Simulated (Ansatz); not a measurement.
# AlCl3H4OSi: basis-set convergence

One table from this session's results is given with a row withheld; the runs are named, their logs left out.

The runs use Ansatz 0.2.0, Gaussian basis; one geometry, several basis sets.

The runs, in order: PBE0-D4/def2-SVP; ωB97M-V/def2-SVP; PBE0-D4/def2-QZVPP; ωB97M-V/def2-QZVPP; CCSD(T)/cc-pV(D+d)Z; CCSD(T)/cc-pV(T+d)Z; MP2/cc-pV(Q+d)Z; the functionals' def2-TZVPP values are taken from earlier runs.

2 further runs of the same task are left out: 2 that didn't finish.

### Structure used throughout

An earlier PBE0-D4 in a triple-zeta def2 set relaxation fixed the geometry.

SMILES `[SiH3][OH+][Al-]([Cl])([Cl])[Cl]`, 10 atoms, charge 0, spin multiplicity 1.

Atoms are counted from 1 here; the program's logs count them from 0.

Bond lengths: Si1–O2 1.716 Å, Si1–H7 1.480 Å, Si1–H8 1.475 Å, Si1–H9 1.471 Å, O2–Al3 1.913 Å, O2–H10 0.965 Å, Al3–Cl4 2.112 Å, Al3–Cl5 2.111 Å, Al3–Cl6 2.099 Å. Angles: O2–Si1–H7 104.5°, O2–Si1–H8 109.0°, O2–Si1–H9 104.8°, H7–Si1–H8 111.2°, H7–Si1–H9 113.0°, H8–Si1–H9 113.7°, Si1–O2–Al3 127.3°, Si1–O2–H10 118.5°, Al3–O2–H10 111.3°, O2–Al3–Cl4 99.4°, O2–Al3–Cl5 97.7°, O2–Al3–Cl6 104.7°, Cl4–Al3–Cl5 117.9°, Cl4–Al3–Cl6 115.2°, Cl5–Al3–Cl6 117.0°.

The first run:

File in.yaml:

```yaml
crystal:
  periodic: [false, false, false]
  atoms:
    - {symbol: Si, position_ang: [0.389210, -1.328996, 0.832079]}
    - {symbol: O, position_ang: [0.651098, 0.141552, -0.012453]}
    - {symbol: Al, position_ang: [-0.674234, 1.298417, -0.763572]}
    - {symbol: Cl, position_ang: [-2.153236, -0.133353, -1.236692]}
    - {symbol: Cl, position_ang: [0.490988, 2.075101, -2.343899]}
    - {symbol: Cl, position_ang: [-1.172236, 2.619518, 0.789668]}
    - {symbol: H, position_ang: [1.644408, -1.553057, 1.583492]}
    - {symbol: H, position_ang: [0.152589, -2.408196, -0.145491]}
    - {symbol: H, position_ang: [-0.763341, -1.059893, 1.706313]}
    - {symbol: H, position_ang: [1.517754, 0.297805, -0.406545]}
basis:
  gaussian: {orbitals: def2-SVP}
hamiltonian: {xc: pbe0, dispersion: d4}
output: {orbitals: {seedname: orbitals}}
```

Command:

```sh
$ ansatz run in.yaml --threads 2 --pin off --events-out ev --progress --plain --max-ram 32768MiB --backend cpu
```

Among the steps run: PBE0-D4 in def2-SVP; ωB97M-V in def2-SVP; PBE0-D4 in def2-QZVPP; ωB97M-V in def2-QZVPP.

One of the session's tables, all rows but one given; the rest of the session is left out.

```
functional       basis  HOMO (eV)
   PBE0-D4    def2-SVP      -8.39
   PBE0-D4  def2-TZVPP      -8.58
   PBE0-D4  def2-QZVPP          ?
   ωB97M-V    def2-SVP     -10.57
   ωB97M-V  def2-TZVPP     -10.83
   ωB97M-V  def2-QZVPP     -10.89
```

Q: Estimate the row for PBE0-D4, def2-QZVPP from the others.

**Answer.** HOMO (eV): -8.63. In the column «HOMO (eV)» it lies between ωB97M-V, def2-SVP (-10.57) and PBE0-D4, def2-TZVPP (-8.58).
